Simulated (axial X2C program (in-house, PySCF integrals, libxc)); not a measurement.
# CoCN⁻: bond lengths and stretches, held linear

The task here is to estimate one member of a computed series from the others.

Computed with an in-house X2C program for linear molecules on PySCF integrals. Level: all-electron X2C, two-component (2c) or spin-free, Co dyall-v3z, C dyall-v3z, N dyall-av3z.

All values are calculated.

2 further runs of the same task are left out: 2 set aside as unsound or not needed.

The first run:

Input file task.json:

```json
{"zs": [27, 6, 7], "q": -1, "bas": ["dyall-v3z", "dyall-v3z", "dyall-av3z"], "r0": [1.81, 1.16], "symm": 0, "scan": ["PBE0", "HF", "BHandHLYP"], "levels": ["PBE0", "HF", "r2SCAN"], "nst": 2}
```

Keys: zs atomic numbers; q charge; bas basis sets; r0 starting distance in Å; symm equal bonds; scan levels of the two-bond scan; levels methods; nst determinants followed.

Launch:

```
$ python solin.py task.json out
```

Masses Co 58.933, C 12.000, N 14.003 u.

Steps of the session up to this table: Scan at PBE0, 2c; Scan at BHandHLYP, 2c; Scan at PBE0, spin-free.

One of the session's tables, all rows but one given; the rest of the session is left out.

```
               level  r(Co–C) (Å)  r(C–N) (Å)  lower stretch (cm⁻¹)  upper stretch (cm⁻¹)
            PBE0, 2c        1.935       1.168                 381.2                2168.2
       BHandHLYP, 2c        2.011       1.153                 330.4                2259.1
     PBE0, spin-free            ?           ?                     ?                     ?
BHandHLYP, spin-free        2.010       1.153                 330.8                2259.2
```

Estimate the missing values for PBE0, spin-free.

The run gave: r(Co–C) (Å): 1.935; r(C–N) (Å): 1.167; lower stretch (cm⁻¹): 381.5; upper stretch (cm⁻¹): 2168.3.

Scans not shown above were run alike.

For an anion the highest level of a functional can be positive, and the basis then holds the extra electron. The molecule was held linear; bending was not examined, so a bent shape may lie lower. Note: functional without a current term on a determinant with orbital currents, of the molecule or an atom. Note: several unpaired electrons, one determinant need not be a pure state.
